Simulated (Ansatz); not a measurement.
O₂Si, SMILES O=[Si]=O, the interaction energy of a dimer with the counterpoise correction

Computed with Ansatz's Python interface.

Notebook, run cell by cell (the value of a cell's last expression is shown):

**Cell 1**
```python
import ansatz
import numpy as np

FIRST = [
    ("O", (0.6912, 1.2173, 0.5137)),
    ("Si", (-0.0007, 0.0004, -0.0002)),
    ("O", (-0.6905, -1.2177, -0.5136)),
]
SECOND = [
    ("O", (2.9761, 1.1612, 4.0147)),
    ("Si", (2.1071, 2.1514, 3.3162)),
    ("O", (1.2371, 3.1422, 2.62)),
]
```

**Cell 2**
```python
def energy(atoms, ghosts=()):
    molecule = ansatz.Crystal.molecule()
    for symbol, xyz in atoms:
        molecule = molecule.atom(symbol, xyz)
    calc = (
        molecule.calculation()
        .basis(gaussian="def2-SVPD")
        .functional("b3lyp", dispersion="d4")
    )
    deck = calc.input()
    if ghosts:
        deck = deck.set(ansatz.key.basis.gaussian.ghost_atoms, [{"symbol": s, "position_ang": list(xyz)} for s, xyz in ghosts])
    return ansatz.Session.from_dict(deck).plan().execute().report["free_energy_ev"]
```

**Cell 3**
```python
# ghost atoms carry the functions of the partner
direction = np.array([0.4703, 0.4803, 0.7404])
print("shift (A)   counterpoise-corrected interaction (eV)")
for shift in (-0.3, 0.0, 0.4, 1.0, 2.0):
    moved = [(s, tuple(np.round(np.array(xyz) + shift * direction, 4))) for s, xyz in SECOND]
    gain = energy(FIRST + moved) - energy(FIRST, moved) - energy(moved, FIRST)
    print(f"{shift:8.2f} {gain:14.3f}")
```
Output:
```text
shift (A)   counterpoise-corrected interaction (eV)
   -0.30         -0.017
    0.00         -0.062
    0.40         -0.058
    1.00         -0.031
    2.00         -0.010
```

Reading the output:
- These settings explore the input space; basis and method may be short of convergence.
- The dimer is a generated trial pose of unrelaxed monomers, not a minimum, so the figure is no binding energy, and the basis set is small.
- b3lyp holds the VWN-RPA fit, as in Gaussian; the form of ORCA and Turbomole is b3lyp5.
- Run time: 58 s on 1 thread of Arm Neoverse V1, on a shared host, peak memory 0.34 GiB.

(Lines on the test bed's own set-up are left out of the output.)
